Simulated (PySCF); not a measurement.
# GaH12O6 ([Ga(H2O)6]3+): the cost of one run

Computed with PySCF 2.14.0 and routines of our own; the level stands in each step. Atoms count from 0.

## Step 1: The system as given

19 atoms, charge 3, multiplicity 1; geometry from: GFN2-xTB.

## Step 2: Magnetic properties: GIAO PBE/def2-SVP

What the job is given:

```
{"job": {"kind": "mag", "xc": "PBE", "basis": "def2-SVP"}, "charge": 3, "multiplicity": 1}
Ga    -0.001380    -0.000560    -0.000960
O     -0.002630     0.102940     1.962070
H     -0.075140     0.923090     2.474540
H      0.064410    -0.632750     2.591280
O      0.002660    -0.102090    -1.963370
H      0.088020    -0.920490    -2.476780
H     -0.074340     0.633520    -2.591540
O      1.953700     0.136240     0.000420
H      2.514830     0.221580     0.787420
H      2.530850     0.129600    -0.778640
O     -1.954680    -0.140100     0.000030
H     -2.527600    -0.135900     0.782100
H     -2.520910    -0.216070    -0.783790
O     -0.147510     1.954890    -0.089660
H      0.585990     2.589460    -0.112190
H     -0.974570     2.457670    -0.152240
O      0.146300    -1.954940     0.089130
H     -0.584020    -2.593420     0.106520
H      0.976030    -2.452660     0.155670
```

With the program's defaults for keys left out, this is: GIAO PBE/def2-SVP magnetisability, rotational g tensor and spin-rotation constants, non-relativistic, gas phase.

On the command line:

```console
$ OMP_NUM_THREADS=1 python excited_run.py task.json out
```

This one command runs all jobs of the session in turn.

**Question.** How long does this first job take on 1 thread of Arm Neoverse V1, shared host, and how much memory does it need?

About 51 s, with a peak of 0.71 GiB.
